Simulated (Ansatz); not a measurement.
**Ti: freezing in a mode**

This session takes Ti and sets out to trace the energy along mode 6.

Program: Ansatz 0.2.0. Level of theory: DFT PBEsol, scalar-relativistic, plane waves, PAW. These are calculated values, not measurements.

### 1 The structure to begin with

It takes space group Fm-3m (No. 225, cubic). Conventional cell: a = 4.060 Å, b = 4.060 Å, c = 4.060 Å, α = 90.00°, β = 90.00°, γ = 90.00°. Ti (site symmetry m-3m) is surrounded by 12 Ti at 2.87 Å.

Coordinates:

```cif
data_structure
_symmetry_space_group_name_H-M 'Fm-3m'
_symmetry_Int_Tables_number 225
_cell_length_a 4.0600
_cell_length_b 4.0600
_cell_length_c 4.0600
_cell_angle_alpha 90.000
_cell_angle_beta 90.000
_cell_angle_gamma 90.000
_cell_volume 66.92
loop_
_atom_site_label
_atom_site_type_symbol
_atom_site_symmetry_multiplicity
_atom_site_Wyckoff_symbol
_atom_site_fract_x
_atom_site_fract_y
_atom_site_fract_z
_atom_site_occupancy
Ti1 Ti 4 a 0.00000 0.00000 0.00000 1
```

No relaxation comes first: the listed cell is the starting point.

### 2 The reference cell

The cell is repeated 2 times, 2 atoms in all. Reference values: F = -4947.6994 eV; pressure -0.28 GPa; largest force 0.000 eV/Å; gap on the mesh none (metal). It was computed beforehand with the settings of the runs below.

### 3 Next: freezing in a mode

Mode 6 of the phonon run on this cell, counted from the lowest, is frozen in: each atom moves by x times its row below, so x is the largest displacement.

```
atom      ux      uy      uz
 Ti1  -0.577  -0.577   0.577
 Ti2   0.577   0.577  -0.577
```

### 4 At x = -0.120 Å

File input.yaml:

```yaml
crystal:
  lattice:
    - [0.0, -2.03, -2.03]
    - [-2.03, 0.0, -2.03]
    - [2.03, 2.03, -4.06]
  atoms:
    - { symbol: Ti, position: [0.4914687137, 0.4914687137, 0.5255968099] }
    - { symbol: Ti, position: [0.0085312863, 0.0085312863, -0.0255968099] }
basis:
  ecutwfc: 420
kpoints:
  mp_grid: { grid: [18, 18, 20] }
hamiltonian:
  xc: pbesol
scf:
  occupations: { method: gaussian, width: 0.15 }
output:
  forces: true
  stress: true
  eigenvalues: true
```

The run is started by

```console
ansatz run input.yaml --threads 2 --pin off --max-ram 5120MiB --backend cpu --events-out ev --progress --plain --runs-dir out
```

### 5 At x = 0.090 Å

Edit input.yaml of step 4 so:

```diff
@@ -6,4 +6,4 @@
   atoms:
-    - { symbol: Ti, position: [0.4914687137, 0.4914687137, 0.5255968099] }
-    - { symbol: Ti, position: [0.0085312863, 0.0085312863, -0.0255968099] }
+    - { symbol: Ti, position: [0.5063984648, 0.5063984648, 0.4808023925] }
+    - { symbol: Ti, position: [-0.0063984648, -0.0063984648, 0.0191976075] }
 basis:
```

### 6 At x = -0.060 Å

Edit input.yaml of step 5 so:

```diff
@@ -6,4 +6,4 @@
   atoms:
-    - { symbol: Ti, position: [0.5063984648, 0.5063984648, 0.4808023925] }
-    - { symbol: Ti, position: [-0.0063984648, -0.0063984648, 0.0191976075] }
+    - { symbol: Ti, position: [0.4957343568, 0.4957343568, 0.512798405] }
+    - { symbol: Ti, position: [0.0042656432, 0.0042656432, -0.012798405] }
 basis:
```

### 7 Point x = 0.030 Å

Edit input.yaml of step 6 so:

```diff
@@ -6,4 +6,4 @@
   atoms:
-    - { symbol: Ti, position: [0.4957343568, 0.4957343568, 0.512798405] }
-    - { symbol: Ti, position: [0.0042656432, 0.0042656432, -0.012798405] }
+    - { symbol: Ti, position: [0.5021328216, 0.5021328216, 0.4936007975] }
+    - { symbol: Ti, position: [-0.0021328216, -0.0021328216, 0.0063992025] }
 basis:
```

### 8 x = 0.105 Å

Edit input.yaml of step 7 so:

```diff
@@ -6,4 +6,4 @@
   atoms:
-    - { symbol: Ti, position: [0.5021328216, 0.5021328216, 0.4936007975] }
-    - { symbol: Ti, position: [-0.0021328216, -0.0021328216, 0.0063992025] }
+    - { symbol: Ti, position: [0.5074648755, 0.5074648755, 0.4776027913] }
+    - { symbol: Ti, position: [-0.0074648755, -0.0074648755, 0.0223972087] }
 basis:
```

### 9 At x = 0.075 Å

Edit input.yaml of step 8 so:

```diff
@@ -6,4 +6,4 @@
   atoms:
-    - { symbol: Ti, position: [0.5074648755, 0.5074648755, 0.4776027913] }
-    - { symbol: Ti, position: [-0.0074648755, -0.0074648755, 0.0223972087] }
+    - { symbol: Ti, position: [0.505332054, 0.505332054, 0.4840019938] }
+    - { symbol: Ti, position: [-0.005332054, -0.005332054, 0.0159980062] }
 basis:
```

### 10 At x = 0.045 Å

Edit input.yaml of step 9 so:

```diff
@@ -6,4 +6,4 @@
   atoms:
-    - { symbol: Ti, position: [0.505332054, 0.505332054, 0.4840019938] }
-    - { symbol: Ti, position: [-0.005332054, -0.005332054, 0.0159980062] }
+    - { symbol: Ti, position: [0.5031992324, 0.5031992324, 0.4904011963] }
+    - { symbol: Ti, position: [-0.0031992324, -0.0031992324, 0.0095988037] }
 basis:
```

### 11 x = 0.015 Å

Edit input.yaml of step 10 so:

```diff
@@ -6,4 +6,4 @@
   atoms:
-    - { symbol: Ti, position: [0.5031992324, 0.5031992324, 0.4904011963] }
-    - { symbol: Ti, position: [-0.0031992324, -0.0031992324, 0.0095988037] }
+    - { symbol: Ti, position: [0.5010664108, 0.5010664108, 0.4968003988] }
+    - { symbol: Ti, position: [-0.0010664108, -0.0010664108, 0.0031996012] }
 basis:
```

(Steps that only read results are left out.)

What does the calculation give? Wanted: harmonic wavenumber of the mode.

**Answer**, as computed:

```
                                          quantity     value
                   harmonic wavenumber of the mode  177 cm⁻¹
the same from the force at an amplitude of 0.015 Å  179 cm⁻¹
```

**Reading.** The force at the smallest amplitude gives 179 cm⁻¹ against 177 cm⁻¹ from the phonon run, so the curve is close to a parabola there. No sampled point lies below the undisturbed cell.
